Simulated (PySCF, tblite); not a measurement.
# C₈H₁₅P: geometry, infrared bands and NMR shifts

Wanted: the infrared bands and NMR shifts of C₈H₁₅P (`C=C[C@@H]1CP(C)[C@@H]1CC`), by calculation.

The runs use tblite 0.8.0 and PySCF 2.14.0, with density-fitted response routines of our own; the level of theory stands in each step. All values are computed, except where a source is named. Atoms count from 0, in the outputs and in this text.

### Step 1. The molecule as given

24 atoms, charge 0, multiplicity 1; geometry from: force field or distance geometry start.

Bonds of the start (Å): C0–C1 1.34, C1–C2 1.50, C2–C3 1.57, C3–P4 1.83, P4–C5 1.83, P4–C6 1.86, C6–C7 1.53, C7–C8 1.52, C6–C2 1.57, C0–H9 1.09, C0–H10 1.09, C1–H11 1.08, C2–H12 1.12, C3–H13 1.08, C3–H14 1.08, C5–H15 1.11, C5–H16 1.09, C5–H17 1.09, C6–H18 1.11, C7–H19 1.10, C7–H20 1.09, C8–H21 1.10, C8–H22 1.11, C8–H23 1.09.

### Step 2. Geometry optimisation with GFN2-xTB

The job: settings as JSON, then the geometry in Å.

```
{"job": {"kind": "relax", "xc": "GFN2-xTB", "basis": "xTB"}, "charge": 0, "multiplicity": 1}
C     -2.285300    -2.074700    -0.056900
C     -1.567000    -1.276800    -0.859900
C     -1.052100     0.031100    -0.347100
C     -0.641700     1.035900    -1.485600
P      0.713300     1.681800    -0.430300
C     -0.176100     2.829100     0.681700
C      0.362300     0.026800     0.343300
C      1.325700    -1.125500     0.034300
C      2.665400    -0.953100     0.729000
H     -2.552300    -1.792600     0.966100
H     -2.659200    -3.032700    -0.415600
H     -1.322500    -1.595100    -1.860900
H     -1.833600     0.486200     0.310500
H     -1.378300     1.780800    -1.755300
H     -0.225700     0.582600    -2.378200
H      0.441200     3.033300     1.578800
H     -0.345800     3.786300     0.179800
H     -1.138200     2.451500     1.032700
H      0.280000     0.161200     1.439700
H      0.887900    -2.071300     0.386000
H      1.474800    -1.223200    -1.046000
H      3.181500    -0.054100     0.373100
H      2.536000    -0.846500     1.823500
H      3.298000    -1.821100     0.536300
```

Run with:

```sh
> OMP_NUM_THREADS=1 python probes_run.py task.json out
```

The driver reads the jobs from task.json and runs them one after another.

**Question.** This job is followed by: GFN2-xTB harmonic vibrations, gas phase; GIAO PBE0/pcSseg-1 NMR shielding, non-relativistic, gas phase. What will the session give for the following? strongest single infrared mode (GFN2-xTB); zero-point energy (GFN2-xTB); ¹³C shifts against TMS (PBE0/pcSseg-1); ¹H shifts against TMS (PBE0/pcSseg-1, means over atoms taken as alike); ³¹P shifts against H3PO4 (PBE0/pcSseg-1).

As calculated:

| quantity | value |
| --- | --- |
| strongest single infrared mode (GFN2-xTB) | 3121 cm⁻¹, 59 km/mol |
| zero-point energy (GFN2-xTB) | 129.9 kcal/mol |
| ¹³C shifts against TMS (PBE0/pcSseg-1) | 151.6, 120.4, 46.7, 46.2, 26.0, 25.6, 16.9, 13.8 ppm |
| ¹H shifts against TMS (PBE0/pcSseg-1, means over atoms taken as alike) | 6.35, 5.23, 5.17, 3.84, 1.85, 1.78, 1.60, 1.53, 1.50, 1.46, 0.99 ppm |
| ³¹P shifts against H3PO4 (PBE0/pcSseg-1) | -35.5 ppm |

In words: Over 125 steps the energy fell by 0.298 eV; of the close pairs, C3–P4 changed most, 1.835 to 1.877 Å. All 66 modes are real, so the xTB geometry is a minimum. The strongest single mode, at 3121 cm⁻¹, moves mainly H10. GFN2-xTB is a fitted tight-binding method: band positions and strengths are rough. Its intensities can rank the bands wrongly. C1 (alkene CH) lies farthest downfield among carbon, at 151.6 ppm; the olefinic region. H11 (hydrogen on an alkene CH) lies farthest downfield among hydrogen, at 6.35 ppm; a vinylic proton, deshielded by the sp2 carbon and the C=C anisotropy. At PBE0/pcSseg-1: The widest tensor belongs to C1: span 236 ppm, with a paramagnetic part of -220 ppm.
